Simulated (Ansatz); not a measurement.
# HfO2 (rhombohedral fluorite derivative): the cost of one run

Method: DFT PBEsol, scalar-relativistic, plane waves, PAW, in Ansatz 0.2.0.

### 1 The structure to begin with

Symmetry: R3, No. 146, trigonal system. Conventional cell: a = 7.200 Å, b = 7.200 Å, c = 8.880 Å, α = 90.00°, β = 90.00°, γ = 120.00°. Hf (site symmetry 3) has 4 O at 1.79 to 2.11 Å as nearest neighbours. Hf (site symmetry 1) has 4 O at 1.89 to 2.19 Å as nearest neighbours. O (site symmetry 3) has 3 Hf at 2.19 Å as nearest neighbours. O (site symmetry 1) is surrounded by 1 Hf at 1.79 Å. Around O (site symmetry 1) lie 2 Hf at 1.89 to 2.04 Å. O (site symmetry 3) has 4 Hf at 2.11 to 2.13 Å and 3 O at 2.16 Å as nearest neighbours.

Structure file:

```
Hf O
1.0
     5.10307    0.01190    0.01190
     0.01190    5.10307    0.01190
     0.01190    0.01190    5.10307
Hf O
4 8
Direct
  0.99996 0.99996 0.99996
  0.00070 0.52414 0.51485
  0.51485 0.00070 0.52414
  0.52414 0.51485 0.00070
  0.30581 0.30581 0.30581
  0.23059 0.20902 0.83953
  0.20902 0.83953 0.23059
  0.33911 0.74224 0.77387
  0.83953 0.23059 0.20902
  0.77387 0.33911 0.74224
  0.74224 0.77387 0.33911
  0.76258 0.76258 0.76258
```

### 2 Relaxing the atoms: HfO2 (rhombohedral fluorite derivative), no spin

File input.yaml:

```yaml
crystal:
  lattice:
    - [5.1030693465, 0.011900522, 0.011900522]
    - [0.011900522, 5.1030693465, 0.011900522]
    - [0.011900522, 0.011900522, 5.1030693465]
  atoms:
    - { symbol: Hf, position: [0.9999575415, 0.9999575415, 0.9999575415] }
    - { symbol: Hf, position: [0.0006980717, 0.52414453, 0.5148463664] }
    - { symbol: Hf, position: [0.5148463664, 0.0006980717, 0.52414453] }
    - { symbol: Hf, position: [0.52414453, 0.5148463664, 0.0006980717] }
    - { symbol: O, position: [0.305811104, 0.305811104, 0.305811104] }
    - { symbol: O, position: [0.2305878227, 0.2090216287, 0.8395322775] }
    - { symbol: O, position: [0.2090216287, 0.8395322775, 0.2305878227] }
    - { symbol: O, position: [0.3391052526, 0.7422430617, 0.7738686117] }
    - { symbol: O, position: [0.8395322775, 0.2305878227, 0.2090216287] }
    - { symbol: O, position: [0.7738686117, 0.3391052526, 0.7422430617] }
    - { symbol: O, position: [0.7422430617, 0.7738686117, 0.3391052526] }
    - { symbol: O, position: [0.7625821331, 0.7625821331, 0.7625821331] }
scf:
  occupations: { method: fixed }
output:
  forces: true
  stress: true
  eigenvalues: true
  polarization: {}
  write_density: true
  write_potential: true
  elf: true
  volumetric_format: npy
hamiltonian:
  xc: pbesol
basis:
  ecutwfc: 560
kpoints:
  mp_grid: { grid: [4, 4, 4] }
relax:
  f_tol: 0.004
  max_steps: 120
```

Command:

```
$ ansatz run input.yaml --threads 4 --pin off --max-ram 8192MiB --backend cpu --events-out ev --progress --plain --runs-dir out
```

What time and memory should one allow on 4 threads of Intel Xeon Platinum 8488C (Sapphire Rapids), shared host?

About 42 s, with a peak of 1 GiB.
